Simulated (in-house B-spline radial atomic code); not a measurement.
# Ho⁵⁶⁺: starting-point dependence of G0W0 and RPA

G0W0 and RPA are one-shot methods. How much does the choice of start matter for Ho⁵⁶⁺?

The numbers are computed with an in-house B-spline radial atomic code, version 1 (RPA, second order, AC-SOSEX and G0W0 (contour deformation) on a scalar-relativistic mean field, all electrons; no spin-orbit coupling, Breit or QED terms, no two-electron picture change), except any that are marked as measured or tabulated.

## 1. Starting point

```
element               : holmium (Z = 67)
charge                : +56
electrons             : 11
configuration         : [Ne] 3s1
next ion, run as well : [He] 2s2 2p6
Hamiltonian           : scalar-relativistic (spin-free one-electron X2C), finite nucleus
starts                : Hartree-Fock, PBE, HSE06, B3LYP, SCAN
```

Outer shells as boxes (Hund's rule):

Ho56+
```
[Ne] core
3s [↑ ]
```

## 2. The run with the Hartree-Fock start

Input settings:

```ini
Z = 67
electrons = 11.0
configuration = [Ne] 3s1
hamiltonian = x2c
method = hf
lmax = 9
rms_radius = 5.2022
spin_polarised = True
box_radius = 1.93
intervals = 60
```

Launch:

```console
> python run_gw.py task.json out
```

One command runs all members of the session, one after another, from task.json.

Further steps of the session: The run with the PBE start; The run with the HSE06 start; The run with the B3LYP start; The run with the SCAN start.

Q: Predict the outcome of this session. Wanted: highest level, mean field; highest level, G0W0; RPA correlation energy; RPA+SOSEX.

As calculated:

| quantity | value |
| --- | --- |
| highest level, mean field (range over the runs) | -5617.16 to -5575.29 eV |
| highest level, G0W0 (range over the runs) | -5621.24 to -5620.63 eV |
| RPA correlation energy | -0.8470 to -0.8201 hartree |
| RPA+SOSEX | -0.5081 to -0.4993 hartree |
| tabulated theoretical ionisation energy (3s shell) | 5611.0 ± 5 eV (NIST Atomic Spectra Database, ionization energies) |
| G0W0 removal energy less that value | +9.63 to +10.2 eV |

**Reading.** G0W0 turns a spread of 41.9 eV among the starts into one of 0.61 eV, 1.5 % of it. Starts without exact exchange bind the level too weakly, through self-interaction, and G0W0 pulls it down by 45 to 46 eV. The RPA energy is largest in size on PBE and smallest on Hartree-Fock, 3.2 % apart; over the runs it loosely follows the gap of the start, as smaller excitation energies give more correlation. All runs miss the tabulated theoretical ionisation energy, 5611.0 ± 5 eV, by about +10.1 eV (+0.18 %), far more than they differ among themselves. At this charge the missing Breit, QED and picture-change terms are part of the miss. Read as a removal energy, the bare PBE level is off by -35.7 eV (-0.64 %) and the nearest bare level, Hartree-Fock's, by +6.16 eV. As differences of total energies the mean miss over the starts is 10 eV for mean field, 8.7 eV for RPA, 6.8 eV for RPA+SOSEX. The reference's uncertainty exceeds the spread between them.
